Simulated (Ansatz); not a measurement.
BH3O, SMILES BO: the interaction energy of a dimer with the counterpoise correction, run with Ansatz 0.2.0 through its Python package.

Script `run_dimer.py`:
```python
# -*- coding: utf-8 -*-
"""Binding of a BH3O dimer at a trial geometry."""

import logging
import sys

import ansatz

logging.basicConfig(stream=sys.stdout, format="[%(levelname)s] %(message)s")
log = logging.getLogger("run")
log.setLevel(logging.INFO)

FIRST = [
    ("B", (-0.2698, -0.358, 0.0074)),
    ("O", (0.1188, 1.0756, 0.0196)),
    ("H", (-0.553, -0.8858, 0.9941)),
    ("H", (-0.4096, -0.8516, -1.0408)),
    ("H", (1.1135, 1.0196, 0.0198)),
]
SECOND = [
    ("B", (4.0644, 0.1693, 0.2512)),
    ("O", (5.0395, -0.1745, -0.8153)),
    ("H", (4.3582, 0.0467, 1.3607)),
    ("H", (3.079, 0.6919, -0.0918)),
    ("H", (4.7527, -1.0945, -1.0681)),
]

def energy(atoms, ghosts=()):
    molecule = ansatz.Crystal.molecule()
    for symbol, xyz in atoms:
        molecule = molecule.atom(symbol, xyz)
    calc = (
        molecule.calculation()
        .basis(gaussian="def2-SVPD")
        .functional("b3lyp")
    )
    deck = calc.input()
    if ghosts:
        deck = deck.set(ansatz.key.basis.gaussian.ghost_atoms, [{"symbol": s, "position_ang": list(xyz)} for s, xyz in ghosts])
    return ansatz.Session.from_dict(deck).plan().execute().report["free_energy_ev"]

# ghost atoms carry the functions of the partner
both = energy(FIRST + SECOND)
alone = energy(FIRST) + energy(SECOND)
ghosted = energy(FIRST, SECOND) + energy(SECOND, FIRST)
log.info(f"dimer {both:.6f} eV")
log.info(f"interaction, uncorrected   {96.485332 * (both - alone):8.3f} kJ/mol")
log.info(f"interaction, counterpoise  {96.485332 * (both - ghosted):8.3f} kJ/mol")
log.info(f"basis-set superposition    {96.485332 * (alone - ghosted):8.3f} kJ/mol")
```

How large is the interaction at this pose, and how much of it is basis-set superposition?

Uncorrected it is -2.599 kJ/mol, with the counterpoise correction 0.121 kJ/mol; the difference, 2.72 kJ/mol, is the superposition error. The sign changes with the correction, so this basis doesn't settle it.

The output:

```console
$ python run_dimer.py
[INFO] dimer -5540.755042 eV
[INFO] interaction, uncorrected     -2.599 kJ/mol
[INFO] interaction, counterpoise     0.121 kJ/mol
[INFO] basis-set superposition       2.720 kJ/mol
```

Notes:
- The settings weren't tested for convergence.
- The dimer is a generated trial pose of unrelaxed monomers, not a minimum, so the figure is no binding energy, and the basis set is small.
- b3lyp holds the VWN-RPA fit, as in Gaussian; the form of ORCA and Turbomole is b3lyp5.
- This level lacks the dispersion part of the attraction (electrostatics and induction are there), which can decide the sign where the interaction is weak.
- Run time: 6 s on 1 thread of Intel(R) Xeon(R) 6975P-C (Granite Rapids), with other jobs on the host, peak memory 0.27 GiB.

(A comment or docstring line of the script was reworded after the run, the code is as it ran; lines on the test bed's own set-up are left out of the output.)
